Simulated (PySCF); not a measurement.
# Aluminium: the same states on changed settings

An exercise on one series of results from a longer session: the logs are not shown, and one member is left open.

Method: unrestricted determinants in a Gaussian basis, no spin-orbit coupling in the energies. Code: PySCF 2.14.0.

## The atom as given

| Quantity | Value |
| --- | --- |
| Element | aluminium (Z = 13) |
| Basis | cc-pV(T+d)Z (5s4p3d1f, 39 functions) |
| Hamiltonian | no relativity, point nucleus |
| State 1 | Al+: [Ne] 3s2, closed-shell 1S |
| State 2 | Al(2+): [Ne] 3s1, 2S determinant |
| Methods | UHF, B3LYP, TPSS, MP2, CCSD(T) |
| Core shells frozen in the correlated runs | valence: [Ne] (for Al+) |

The outer shells:

Al+ [Ne] 3s2
```
[Ne] core
3s [↑↓]
```

Al2+ [Ne] 3s1
```
[Ne] core
3s [↑ ]
```

The sound run (cc-pV(T+d)Z, the non-relativistic Hamiltonian (point nucleus), symmetry-adapted start, fine grid, valence correlation) gave:

| species | method | energy (hartree) |
| --- | --- | --- |
| Al+ | UHF | -241.67338 |
| Al+ | B3LYP | -242.16852 |
| Al+ | TPSS | -242.15681 |
| Al+ | MP2 (valence) | -241.70114 |
| Al+ | CCSD(T) (valence) | -241.71291 |
| Al(2+) | UHF | -241.02957 |
| Al(2+) | B3LYP | -241.47397 |
| Al(2+) | TPSS | -241.47277 |

The runs were made by one driver on top of PySCF. The scripts below sum up each run's settings (the driver also hands on starting orbitals that pick excited configurations, and frozen orbitals as a list rather than a count), and the logs come from the driver's own runs.

The first run:

The driver's launch:

```sh
OMP_NUM_THREADS=1 python atomrun2.py TASK.json OUT
```

input.py reads:

```python
from pyscf import gto, scf, dft, mp, cc
import basis_set_exchange as bse
mol = gto.M(atom="Al 0 0 0", charge=1, spin=0, symmetry="D2h",
            basis=gto.basis.parse(bse.get_basis("cc-pV(T+d)Z", elements=["Al"], fmt="nwchem", header=False)))
mf = scf.UHF(mol)
mf.irrep_nelec = {'Ag': (3, 3), 'B1u': (1, 1), 'B2u': (1, 1), 'B3u': (1, 1)}
mf.init_guess = "minao"
mf.max_cycle = 50
mf.kernel()
```

Among the steps run: Changed run, Al+; Changed run, Al(2+).

One table of the session follows, with a row left open; its other results are not shown here.

Ionisation energy of Al+:

| method | sound run (eV) |
| --- | --- |
| UHF | 17.519 |
| B3LYP | 18.900 |
| TPSS | 18.614 |
| MP2 | 18.274 |
| SCS-MP2 | ? |
| CCSD | 18.595 |
| CCSD(T) | 18.595 |
| CCSDT | 18.595 |
| FCI | 18.595 |

**Question.** Estimate the row for SCS-MP2.

The run gave: sound run (eV): 18.425. In the column «sound run (eV)» it lies between MP2 (18.274) and CCSD (18.595).
